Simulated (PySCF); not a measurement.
# C2H9GaO: the cost of one run

Programs: PySCF 2.14.0, with density-fitted response routines of our own. Each step states its level of theory. These are calculated values for one molecule in the gas phase, unless marked as measured. Atoms count from 0, in the outputs and in this text.

1 further run of the same task is left out (for a known fault of the program).

### Step 1. The molecule as given

13 atoms, charge 0, multiplicity 1; geometry from: GFN2-xTB. The atoms were then displaced at random by about 0.01 Å, so the start is not that level's minimum.

Bonds of the start (Å): C0–O1 1.39, O1–C2 1.42, O1–Ga3 2.12, C0–H4 1.09, C0–H5 1.12, C0–H6 1.09, C2–H7 1.09, C2–H8 1.06, C2–H9 1.10, Ga3–H10 1.52, Ga3–H11 1.55, Ga3–H12 1.54.

### Step 2. Geometry optimisation at PBE0-D3(BJ)/def2-SVP

The job: settings as JSON, then the geometry in Å.

```
{"job": {"xc": "PBE0", "basis": "def2-SVP", "d3": "d3bj", "grid": 1, "shake": 0.01, "kind": "geom"}, "charge": 0, "multiplicity": 1}
C     -0.299160     1.474220     0.031110
O     -0.115440     0.100570    -0.087980
C     -1.301690    -0.668930     0.087880
Ga     1.760700    -0.883260    -0.156100
H     -0.712040     1.750250     1.006340
H     -1.020940     1.849630    -0.745460
H      0.662480     1.969070    -0.117040
H     -1.695750    -0.488370     1.082960
H     -2.024710    -0.422430    -0.653640
H     -0.982540    -1.714350     0.015640
H      2.566930     0.326200    -0.601430
H      1.345580    -1.968300    -1.187450
H      1.822410    -1.341190     1.314840
```

On the command line:

```bash
$ OMP_NUM_THREADS=1 python probes_run.py task.json out
```

The driver reads the jobs from task.json and runs them one after another.

Q: Estimate the wall time and peak memory of this first job on 1 thread of Arm Neoverse V2, shared host.

About 63 s, with a peak of 0.52 GiB.
